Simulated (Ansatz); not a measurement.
# Ir: the cost of one run

Method: DFT PBEsol, scalar-relativistic, plane waves, PAW, in Ansatz 0.2.0.

## Step 1: The structure to begin with

It takes space group Fm-3m (No. 225, cubic). Conventional cell: a = 3.840 Å, b = 3.840 Å, c = 3.840 Å, α = 90.00°, β = 90.00°, γ = 90.00°. Around Ir (site symmetry m-3m) lie 12 Ir at 2.72 Å.

Structure file:

```cif
data_structure
_symmetry_space_group_name_H-M 'P 1'
_symmetry_Int_Tables_number 1
_cell_length_a 2.7153
_cell_length_b 2.7153
_cell_length_c 2.7153
_cell_angle_alpha 60.000
_cell_angle_beta 60.000
_cell_angle_gamma 60.000
_cell_volume 14.16
loop_
_atom_site_label
_atom_site_type_symbol
_atom_site_fract_x
_atom_site_fract_y
_atom_site_fract_z
_atom_site_occupancy
Ir1 Ir 0.00000 0.00000 0.00000 1
```

## Step 2: Relaxing cell and atoms: Ir, no spin

Input file input.yaml:

```yaml
crystal:
  lattice:
    - [0.0, 1.92, 1.92]
    - [1.92, 0.0, 1.92]
    - [1.92, 1.92, 0.0]
  atoms:
    - { symbol: Ir, position: [0.0, 0.0, 0.0] }
scf:
  occupations: { method: gaussian, width: 0.1 }
output:
  forces: true
  stress: true
  eigenvalues: true
  write_density: true
  write_potential: true
  elf: true
  volumetric_format: npy
kpoints:
  mp_grid: { grid: [48, 48, 48] }
hamiltonian:
  xc: pbesol
relax:
  f_tol: 0.003
  max_steps: 60
  cell: { stress_tol: 0.02 }
```

Command:

```console
ansatz run input.yaml --threads 8 --pin off --max-ram 24576MiB --backend cpu --events-out ev --progress --plain --runs-dir out
```

What time and memory should one allow on 8 threads of Intel Xeon 6975P-C (Granite Rapids), shared host?

About 11 s, with a peak of 0.96 GiB.
